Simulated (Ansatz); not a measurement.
# LiCd, space group Fd-3m: the spin response to a magnetic field

Computed with the Ansatz DFT code, driven from Python.

Typed at the interpreter:
```pycon
>>> import ansatz as az
>>> import numpy as np
>>> from pymatgen.core import Lattice, Structure
>>> from pymatgen.io.ase import AseAtomsAdaptor
>>> pmg_structure = Structure(
...     Lattice([[0.0, 3.33242, 3.33242], [3.33242, 0.0, 3.33242], [3.33242, 3.33242, 0.0]]),
...     ['Li', 'Li', 'Cd', 'Cd'],
...     [
...         [0.25, 0.25, 0.25],
...         [0.0, 0.0, 0.0],
...         [0.75, 0.75, 0.75],
...         [0.5, 0.5, 0.5],
...     ],
... )
>>> xtal = az.Crystal.from_ase(AseAtomsAdaptor.get_atoms(pmg_structure))
>>> calculation = (
...     xtal.calculation()
...     .functional('lda')
...     .basis(420)
...     .kpoints(8, 8, 8, shift=0.5)
...     .occupations(az.OccupationsMethod.GAUSSIAN, width=0.02)
...     .scf(tolerance=1e-09, algorithm='density_mixing')
...     .spin('collinear')
... )
>>> # the field acts on the spins alone; such large fields lift the response over the noise
>>> rows = []
>>> for tesla in [0, 250, 500]:
...     rep = (calculation.magnetic_field(tesla) if tesla else calculation).run().report
...     rows.append((tesla, rep['magnetization_mub'], rep['free_energy_ev'], rep['components'].get('e_zeeman', 0.0)))
...
DeckWarning: crystal.symmetry: narrowed to the stabiliser of the k-point mesh — unitary ops 48 → 12; excluded 36 operations that carry a point of the 8×8×8 mesh (shift [0.5, 0.5, 0.5]) off the mesh [...]
RunWarning: this spin-polarised run has no starting moment large enough to seed its density, so its SCF can try parallel moments of its own, which can die out, and starts no order whose moments [...]
>>> print('         B (T)      moment muB            F eV  Zeeman term eV')
         B (T)      moment muB            F eV  Zeeman term eV
>>> for row in rows:
...     print(f'{str(row[0]):>14s}  {row[1]:14.4f}  {row[2]:14.5f}  {row[3]:14.5f}')
...
             0          0.0000    -16640.19692         0.00000
           250          0.0701    -16640.19775        -0.00101
           500          0.0777    -16640.19880        -0.00225
>>> slope = np.polyfit([row[0] for row in rows], [row[1] for row in rows], 1)[0]
>>> print(f'dM/dB = {1000 * slope:.4f} muB per 1000 T per cell')
dM/dB = 0.1554 muB per 1000 T per cell
```

The settings weren't tested for convergence. The mesh is modest for a metal, so energies can be off by several to tens of meV an atom and pressures by half a GPa or more; differences at equal mesh fare better. The structure comes from a database of computed cells and needn't be a stable or known phase. Warnings are shown shortened and without file and line. Orbital magnetism is left out. The response of a metal hangs strongly on mesh and smearing, and a straight-line fit holds only where the moment is linear in the field. Timing: 52 s on 1 thread of Intel(R) Xeon(R) Platinum 8259CL CPU @ 2.50GHz (Skylake/Cascade Lake), with other jobs on the host, peak memory 0.58 GiB.

(Lines on the test bed's own set-up are left out of the output.)
